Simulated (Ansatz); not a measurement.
This script makes a test of scalar relativity of AsH₃, SMILES [AsH3] with the Ansatz DFT code, driven from Python.

`x2c_ash3.py`
```python
"""AsH3 with and without the spin-free two-component Hamiltonian."""

import ansatz as az
import numpy as np

ash3 = (
    az.Crystal.molecule()
    .atom("As", (-0.22182, 0.50373, -0.35727))
    .atom("H", (0.33966, 0.59413, 1.02703))
    .atom("H", (-1.01983, -0.68904, 0.06761))
    .atom("H", (0.90199, -0.40881, -0.73737))
)

calculation = ash3.calculation().functional("b3lyp").forces()
# a set contracted for a scalar-relativistic Hamiltonian goes with the relativistic run
sets = {"none": "cc-pVTZ", "scalar": "cc-pVTZ-DK"}
found = {kind: calculation.basis(gaussian=basis).pseudopotentials(relativity=kind).run(threads=1, backend="cpu").report for kind, basis in sets.items()}
for kind, each in found.items():
    dipole = 4.803205 * np.linalg.norm(each["charge_distribution"]["dipole_moment_e_ang"])
    print(f"{kind:7s} E = {each['free_energy_ev']:.4f} eV  dipole {dipole:.3f} D  largest force component {np.abs(each['forces_ev_ang']).max():.4f} eV/A")
print(f"relativity lowers the total energy by {found['none']['free_energy_ev'] - found['scalar']['free_energy_ev']:.3f} eV")
```

What does scalar relativity change in the total energy and in the dipole?

The total moves by -676.9 eV, nearly all in the cores, and the dipole from 0.27 to 0.17 D.

The run itself:

Output of `python x2c_ash3.py`:
```text
none    E = -60892.3176 eV  dipole 0.267 D  largest force component 0.5190 eV/A
scalar  E = -61569.2187 eV  dipole 0.170 D  largest force component 0.4733 eV/A
relativity lowers the total energy by 676.901 eV
```

Reading the output:
- Total energies depend on the basis set; only differences at equal settings carry meaning.
- The geometry is a force-field or estimated start, not a minimum of this method. The basis set changes with the Hamiltonian (a set recontracted for scalar relativity), and most of the change in the total lies in the cores.
- b3lyp holds the VWN-RPA fit, as in Gaussian; the form of ORCA and Turbomole is b3lyp5.
- Hardware and time: 3.3 s on 1 thread of Arm Neoverse V1, on a shared host, peak memory 0.2 GiB.
